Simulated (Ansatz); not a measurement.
This script drives the Ansatz DFT code, driven from Python.

`c2h5brsi.py`:
```python
"""Response of C2H5BrSi to a pair of distant point charges."""

import ansatz
import numpy as np

mol = (
    ansatz.Crystal.molecule()
    .atom("C", [-0.4263, 1.4429, -0.2964])
    .atom("C", [0.4273, 0.5022, -0.2134])
    .atom("Si", [0.1222, -1.1791, 0.4408])
    .atom("Br", [-0.2647, -2.5048, -1.2437])
    .atom("H", [-1.5035, 1.3617, -0.0014])
    .atom("H", [-0.2002, 2.4685, -0.7279])
    .atom("H", [1.4726, 0.6786, -0.5516])
    .atom("H", [1.4274, -1.6525, 1.111])
    .atom("H", [-0.9662, -1.1639, 1.4654])
)

model = (
    mol.calculation()
    .basis(gaussian="def2-SVPD")
    .correlation("mp2")
    .forces()
)
# charges +q and -q at -R and +R make a nearly even field 2 k q / R^2 at the centre
centre = np.mean([site.position_ang for site in mol.cartesian_sites], axis=0)
field = 2 * 14.399645 * 4.0 / 30.0 ** 2


def dipole(axis, sign):
    arm = 30.0 * np.eye(3)[axis]
    pair = [{"charge": sign * 4.0, "position_ang": (centre - arm).tolist()}, {"charge": -sign * 4.0, "position_ang": (centre + arm).tolist()}]
    deck = model.input().set(ansatz.key.basis.gaussian.point_charges, pair)
    return np.array(ansatz.Session.from_dict(deck).plan().execute().report["charge_distribution"]["dipole_moment_e_ang"])


print(f"field {field:.4f} V/A")
alpha = np.array([(dipole(axis, 1) - dipole(axis, -1)) / (2 * field) * 14.399645 for axis in range(3)])
print("polarisability tensor (A^3)")
print(np.array2string(alpha, precision=3, suppress_small=True))
print(f"mean {np.trace(alpha) / 3:.3f} A^3 = {np.trace(alpha) / 3 / 0.14818471:.2f} bohr^3")
```

It is started by `python c2h5brsi.py`. How long does it take on 1 thread of Arm Neoverse V1, on a shared host, and how much memory does it need?

It took about 87 s, with a peak of 0.54 GiB, for 6 runs of the engine.

```console
$ python c2h5brsi.py
field 0.1280 V/A
polarisability tensor (A^3)
[[ 9.488 -0.521  0.206]
 [-0.518 12.586  0.561]
 [ 0.205  0.545  9.728]]
mean 10.601 A^3 = 71.54 bohr^3
```

The geometry is a force-field or estimated start, not a minimum of this method, and the basis set is short of its limit. The field of two point charges is only nearly even.

(Lines on the test bed's own set-up are left out of the output.)
